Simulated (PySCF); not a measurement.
# A diatomic session: GaC

One table from this session's results is given with a row withheld; the runs are named, their logs left out.

The runs use PySCF 2.14.0; Ga x2c-TZVPPall, C x2c-TZVPPall, spin-free X2C with a Gaussian nucleus.

Set-up of the first run:

A driver script around PySCF takes these settings:

```json
{"atoms": "Ga, C", "charge": "0", "basis": "Ga x2c-TZVPPall, C x2c-TZVPPall", "Hamiltonian": "spin-free X2C with a Gaussian nucleus", "basis functions": "79", "electrons treated": "37", "masses in u": "68.9256, 12.0000", "levels": "PBE0, PBE, r²SCAN, BP86, M06-L, LDA, TPSSh, ωB97M-V, HF, MP2, SCS-MP2, CCSD, CCSD(T)", "grid": "80 radial by 434 angular points", "occupations": "held fixed by the projection of orbital angular momentum", "dissociation limit": "Ga + C, each in its ground configuration", "starting distance in angstrom": "1.915", "values of 2S to try": "1, 3"}
```

Launch:

```sh
$ OMP_NUM_THREADS=1 python dia.py task.json out
```

Steps of the session up to this table: The job; First curve: PBE0; Other states along the same grid; PBE (GGA); r²SCAN (meta-GGA); BP86; M06-L; LDA (local density); TPSSh; ωB97M-V; UHF; MP2 and coupled cluster.

One table of the session follows, with a row left open; its other results are not shown here.

Energy (eV) from each level's lowest point:

```
R (Å)    UHF  UHF-MP2  UHF-SCS-MP2  UHF-CCSD  UHF-CCSD(T)
1.720  0.873    0.721        0.744       n/a          n/a
1.800  0.418    0.326        0.341     0.323        0.315
1.880  0.153    0.106        0.114     0.104        0.100
1.940      ?        ?            ?         ?            ?
2.000  0.000    0.000        0.000     0.000        0.000
2.060  0.000    0.017        0.014     0.018        0.019
2.140  0.053    0.091        0.083     0.091        0.093
2.240  0.179    0.238        0.227     0.236        0.239
2.360  0.382    0.467        0.451     0.459        0.463
2.520  0.695    0.814        0.792       n/a          n/a
```

Estimate the missing values for R (Å) = 1.940.

Worked estimate for «UHF». A straight line through the neighbours (1.880, 0.153) and (2.000, 0.000) gives 0.153 + (0.000 − 0.153) × (1.940 − 1.880) / (2.000 − 1.880) = 0.076; a parabola fitted to 4 rows on both sides gives 0.044.

**Answer.** UHF: 0.047; UHF-MP2: 0.025; UHF-SCS-MP2: 0.029; UHF-CCSD: 0.025; UHF-CCSD(T): 0.023. In «UHF» the line misses by +0.029 and the parabola by -0.003.
